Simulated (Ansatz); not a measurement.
# C2HBF2 (SMILES C#CB(F)F): BHLYP/def2-SVPD

What is the electronic atomisation energy of C2HBF2 at BHLYP/def2-SVPD? 

The calculation is run with Ansatz 0.2.0.

36 further runs of the same task are left out: 36 set aside as unsound or not needed.

**1. The system as given**

C2HBF2: 6 atoms, total charge 0, spin state singlet. As SMILES, `C#CB(F)F`. The coordinates come from a PBE0-D4/def2-TZVP relaxation.

Bond lengths: C1–C2 1.203 Å, C2–B3 1.521 Å, B3–F4 1.316 Å, B3–F5 1.316 Å, C1–H6 1.066 Å. Angles: C1–C2–B3 180.0°, C2–B3–F4 121.1°, C2–B3–F5 121.1°, F4–B3–F5 117.8°, C2–C1–H6 180.0°.

**2. The energy at BHLYP/def2-SVPD**

in.yaml

```yaml
crystal:
  periodic: [false, false, false]
  atoms:
    - {symbol: C, position_ang: [-0.883700, 0.450800, 1.253400]}
    - {symbol: C, position_ang: [-0.218600, 0.106200, 0.311700]}
    - {symbol: B, position_ang: [0.622000, -0.329200, -0.878400]}
    - {symbol: F, position_ang: [0.153600, -1.179500, -1.766600]}
    - {symbol: F, position_ang: [1.841700, 0.131700, -1.054100]}
    - {symbol: H, position_ang: [-1.473000, 0.756000, 2.087900]}
basis:
  gaussian: {orbitals: def2-SVPD}
hamiltonian: {xc: {name: BHLYP}}
accuracy: high
output: {orbitals: {seedname: orbitals}}
```

The run is started by

```sh
$ ansatz run in.yaml --threads 1 --pin off --max-ram 3480MiB --events-out events.jsonl --progress --plain --runs-dir runs
```

The log of the run:

```text
Warning: RAYON_NUM_THREADS=1 ignored (pool sized by the plan → 1); use --threads N
Functional definition: BHLYP
  name "BHLYP"
  parameter a = 0.5
  exchange = (1 - a)*b88_x + a*exact_x
  correlation = lyp_c
2205 factors; integrals over basis functions are off by at most 3.2e-9 eV
mean field evaluation 1: about -8188.6793 eV, gradient 4.2e1 eV
mean field evaluation 2: about -8189.6161 eV, gradient 3.9e1 eV
mean field evaluation 4: about -8192.0868 eV, gradient 1.2e0 eV
mean field evaluation 8: about -8192.4034 eV, gradient 4.4e-1 eV
mean field evaluation 16: about -8192.4039 eV, gradient 1.6e-4 eV
mean field -8192.40390475 eV, -301.0652904888 hartree, gradient 2.6e-8 eV, S^2 0.000000; 0 other end points of the search recorded, 0 dependent functions left out
reference -8192.40393070 eV, -301.0652914425 hartree; 18, 18 occupied and 96, 96 virtual orbitals, 2205 factors
Total energy: -8192.40393070 eV, -301.0652914425 hartree
```

Wall time 11 s (1 thread of Arm Neoverse V1, shared host); peak memory 0.38 GiB.

**3. The B atom, same level**

run.yaml

```yaml
crystal:
  periodic: [false, false, false]
  atoms:
    - {symbol: B, position_ang: [0.000000, 0.000000, 0.000000]}
basis:
  gaussian:
    orbitals: def2-SVPD
total_charge: 0
magnetization:
  spin_polarized: true
  initial_magnetization: 1
hamiltonian:
  xc: {name: BHLYP}
accuracy: high
```

The run is started by

```sh
$ ansatz run run.yaml --threads 1 --pin off --max-ram 3480MiB --events-out events.jsonl --progress --plain --runs-dir runs
```

The log of the run:

```text
Warning: RAYON_NUM_THREADS=1 ignored (pool sized by the plan → 1); use --threads N
[... 5 set-up lines as earlier in the session ...]
161 factors; integrals over basis functions are off by at most 2.8e-9 eV
mean field evaluation 1: about -669.9586 eV, gradient 2.8e0 eV
mean field evaluation 2: about -670.0571 eV, gradient 7.9e-1 eV
mean field evaluation 4: about -670.0639 eV, gradient 7.3e-2 eV
mean field evaluation 8: about -670.0640 eV, gradient 1.1e-4 eV
mean field evaluation 16: about -670.0640 eV, gradient 2.1e-8 eV
mean field -670.06398189 eV, -24.6243971486 hartree, gradient 2.1e-8 eV, S^2 0.754510; 0 other end points of the search recorded, 0 dependent functions left out
reference -670.06399753 eV, -24.6243977236 hartree; 3, 2 occupied and 17, 18 virtual orbitals, 161 factors
Total energy: -670.06399753 eV, -24.6243977236 hartree
```

Run time: 0.42 s. Hardware: 1 thread of Arm Neoverse V1, shared host.

**4. The C atom**

molecule.yaml

```yaml
crystal:
  periodic: [false, false, false]
  atoms:
    - {symbol: C, position_ang: [0.000000, 0.000000, 0.000000]}
basis:
  gaussian:
    orbitals: def2-SVPD
magnetization:
  spin_polarized: true
  initial_magnetization: 2
hamiltonian:
  xc: {name: BHLYP}
accuracy: high
```

Run the same way, it converges to -37.80276 Eh (log not shown).

**5. The F atom**

molecule.yaml

```yaml
basis:
  gaussian: {orbitals: def2-SVPD}
crystal:
  periodic: [false, false, false]
  atoms:
    - {symbol: F, position_ang: [0.000000, 0.000000, 0.000000]}
magnetization: {spin_polarized: true, initial_magnetization: 1}
hamiltonian: {xc: {name: BHLYP}}
accuracy: high
```

Run the same way, it converges to -99.62600 Eh (log not shown).

**6. The H atom**

in.yaml

```yaml
basis:
  gaussian: {orbitals: def2-SVPD}
crystal:
  periodic: [false, false, false]
  atoms:
    - {symbol: H, position_ang: [0.000000, 0.000000, 0.000000]}
accuracy: high
hamiltonian: {xc: {name: BHLYP}}
magnetization: {spin_polarized: true, initial_magnetization: 1}
```

Run the same way, it converges to -0.49784 Eh (log not shown).

**7. Results**

At BHLYP/def2-SVPD:

| quantity | value |
| --- | --- |
| molecule: total energy | -301.06529 Eh |
| molecule: HOMO energy | -10.12 eV |
| molecule: LUMO energy | -0.52 eV |
| molecule: HOMO–LUMO gap | 9.60 eV |
| B atom: total energy | -24.62440 Eh |
| B atom: ⟨S²⟩ | 0.755 |
| C atom: total energy | -37.80276 Eh |
| C atom: ⟨S²⟩ | 2.005 |
| F atom: total energy | -99.62600 Eh |
| F atom: ⟨S²⟩ | 0.752 |
| H atom: total energy | -0.49784 Eh |
| H atom: ⟨S²⟩ | 0.750 |
| electronic atomisation energy | 29.539 eV |

In words: Taking the molecule apart into free atoms costs 29.54 eV (681 kcal/mol), before zero-point energy and without spin-orbit coupling.
